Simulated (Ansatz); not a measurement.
# Ir (Iridium): the cost of one run

Method: DFT RPBE, scalar-relativistic, plane waves, PAW, in Ansatz 0.2.0.

The COD entry's cell or inner coordinates are ideal or old and differ from later refinements, so a difference from it is no clean test against experiment.

2 further runs of the same task are left out: 2 set aside as unsound or not needed.

### 1 The structure to begin with

Symmetry: Fm-3m, No. 225, cubic system. The conventional cell has a = 3.886 Å, b = 3.886 Å, c = 3.886 Å, α = 90.00°, β = 90.00°, γ = 90.00°. Around Ir (site symmetry m-3m) lie 12 Ir at 2.75 Å.

As a file:

```
Ir
1.0
     0.00000    1.94315    1.94315
     1.94315    0.00000    1.94315
     1.94315    1.94315    0.00000
Ir
1
Direct
  0.00000 0.00000 0.00000
```

It is the result of an earlier relaxation at this level (volume 14.67 Å³/atom; gap on the mesh: none (metal)).

### 2 Cutting the slab

Planes are indexed in the bulk's conventional cell (Fm-3m (No. 225)), a = 3.886 Å, b = 3.886 Å, c = 3.886 Å, α = 90.00°, β = 90.00°, γ = 90.00°.

A (111) slab, 6.7 Å thick as cut, with 17 Å of vacuum, in a 2×1 surface cell; its outer planes are Ir (top) and Ir (bottom).

The slab as cut. Its planes from the bottom up:

| plane | atoms per cell | height over the lowest (Å) |
| --- | --- | --- |
| 1 | Ir2 | 0.00 |
| 2 | Ir2 | 2.24 |
| 3 | Ir2 | 4.49 |
| 4 | Ir2 | 6.73 |

### 3 The clean surface, relaxed

Input file input.yaml:

```yaml
crystal:
  lattice:
    - [5.4960639608, 0.0, 0.0]
    - [-1.3740159902, 2.3798655054, 0.0]
    - [0.0, 0.0, 23.7312761488]
  atoms:
    - { symbol: Ir, position: [0.3333333333, 0.3333333333, 0.3581771139] }
    - { symbol: Ir, position: [0.8333333333, 0.3333333333, 0.3581771139] }
    - { symbol: Ir, position: [0.6666666667, 0.6666666667, 0.4527257046] }
    - { symbol: Ir, position: [0.1666666667, 0.6666666667, 0.4527257046] }
    - { symbol: Ir, position: [0.0, 0.0, 0.5472742954] }
    - { symbol: Ir, position: [0.5, 0.0, 0.5472742954] }
    - { symbol: Ir, position: [0.3333333333, 0.3333333333, 0.6418228861] }
    - { symbol: Ir, position: [0.8333333333, 0.3333333333, 0.6418228861] }
basis:
  ecutwfc: 420
kpoints:
  mp_grid: { grid: [6, 12, 1] }
hamiltonian:
  xc: rpbe
scf:
  occupations: { method: gaussian, width: 0.1 }
output:
  forces: true
  eigenvalues: true
relax:
  adjacent_minimum: "off"
  f_tol: 0.03
  max_steps: 70
  constraints: [{ sites: [0, 1, 2, 3] }]
efield:
  axis: 3
  dipole_correction: true
```

Run with:

```sh
> ansatz run input.yaml --threads 2 --pin off --max-ram 5120MiB --backend cpu --events-out ev --progress --plain --runs-dir out
```

Q: Estimate wall time and peak memory on 2 threads of Intel Xeon Platinum 8488C (Sapphire Rapids), shared host.

About 75 s, with a peak of 0.91 GiB.
